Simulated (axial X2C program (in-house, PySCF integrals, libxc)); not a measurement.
# InP⁺: EOM-IP-CCSD levels

Wanted for InP⁺: EOM-IP-CCSD levels, at the two-component level.

Method: two-component X2C with atomic mean-field terms, In dyall-cv3z, P dyall-v3z; program: an in-house X2C program for linear molecules on PySCF integrals.

All values are calculated.

## Step 1: Set-up

Contents of task.json:

```json
{
 "zs": [
  49,
  15
 ],
 "q": 1,
 "bas": [
  "dyall-cv3z",
  "dyall-v3z"
 ],
 "r0": 2.38,
 "eom": "ip",
 "rq": 0,
 "thr": -2.0,
 "nmax": 95,
 "grid": [
  1,
  0.96,
  1.045,
  0.92,
  1.09,
  1.15
 ]
}
```

Keys: zs atomic numbers; q charge; bas basis sets; r0 starting distance in Å; eom kind of EOM run; thr threshold in hartree for freezing inner shells (an s shell follows its p shell); nmax most natural virtual spinors; grid distances as factors.

Started as:

```console
python soeom.py task.json out
```

Further steps of the session: EOM-IP-CCSD at 2.435 Å.

Q: Predict the outcome of this session. Wanted: next root led by one particle; T1 of the reference.

**Answer**, as computed:

| quantity | value |
| --- | --- |
| lowest root at 2.435 Å | Ω = 1/2, 7.605 eV |
| next root led by one particle | Ω = 1/2, about 11000 cm⁻¹ higher |
| T1 of the reference | 0.014 |

Removing an electron from the reference determinant of InP costs 7.60 eV and empties a spinor of 41% P pσ, 32% In pσ, 23% In sσ. The closed-shell reference lies 0.91 eV above the lowest determinant found, so these energies count from an excited configuration. Errors of 0.1 to 0.3 eV are usual at this size, and roots led by higher excitations are left out, so the list is incomplete, and low states of that kind can be missing. T1 or the largest double amplitude of the reference is raised, which lowers the reliability.
